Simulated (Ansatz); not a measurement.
# GeBr₂: geometry at several levels

The task here is to estimate one member of a computed series from the others.

Method: the levels named in each step, in Ansatz 0.2.0.

### Starting point

Bond lengths: Br1–Ge2 2.363 Å, Ge2–Br3 2.363 Å. Angles: Br1–Ge2–Br3 100.8°.

As a file:

```xyz
3

Br   -1.8208   -0.4675   -0.0029
Ge    0.0018    1.0360   -0.0041
Br    1.8190   -0.4743    0.0066
```

The first run:

input.yaml

```yaml
crystal:
  periodic: [false, false, false]
  atoms:
    - { symbol: Br, position_ang: [-1.82077, -0.46747, -0.00286] }
    - { symbol: Ge, position_ang: [0.00179, 1.03597, -0.00407] }
    - { symbol: Br, position_ang: [1.81899, -0.47431, 0.00656] }
basis:
  gaussian: { orbitals: def2-SVP }
hamiltonian:
  xc: pbe
  dispersion: d4
relax:
  f_tol: 0.03
  max_steps: 200
```

Launch:

```sh
ansatz run input.yaml --threads 2 --pin off --max-ram 5120MiB --backend cpu --events-out ev --progress --plain --runs-dir out
```

Steps of the session up to this table: A rough first relaxation, PBE-D4/def2-SVP; Relaxation, HF/STO-3G; Relaxation, HF/def2-SVP; Relaxation, LDA/def2-SVP; Relaxation, PBE-D4/def2-SVP; Relaxation, PBE0-D4/def2-TZVPP; Relaxation, MP2/def2-TZVPP.

One table of the session follows, with a row left open; its other results are not shown here.

```
             level  Br1–Ge2 (Å)  Ge2–Br3 (Å)  dipole (D)
         HF/STO-3G       2.2754       2.2754        1.81
       HF/def2-SVP       2.3533       2.3533        2.21
      LDA/def2-SVP       2.3302       2.3302        1.40
   PBE-D4/def2-SVP       2.3689       2.3689        1.64
PBE0-D4/def2-TZVPP            ?            ?           ?
    MP2/def2-TZVPP       2.3224       2.3224        1.70
```

Q: Estimate the row for PBE0-D4/def2-TZVPP from the others.

As computed: Br1–Ge2 (Å): 2.3411; Ge2–Br3 (Å): 2.3411; dipole (D): 1.81. In the column «Br1–Ge2 (Å)» it lies between LDA/def2-SVP (2.3302) and HF/def2-SVP (2.3533).
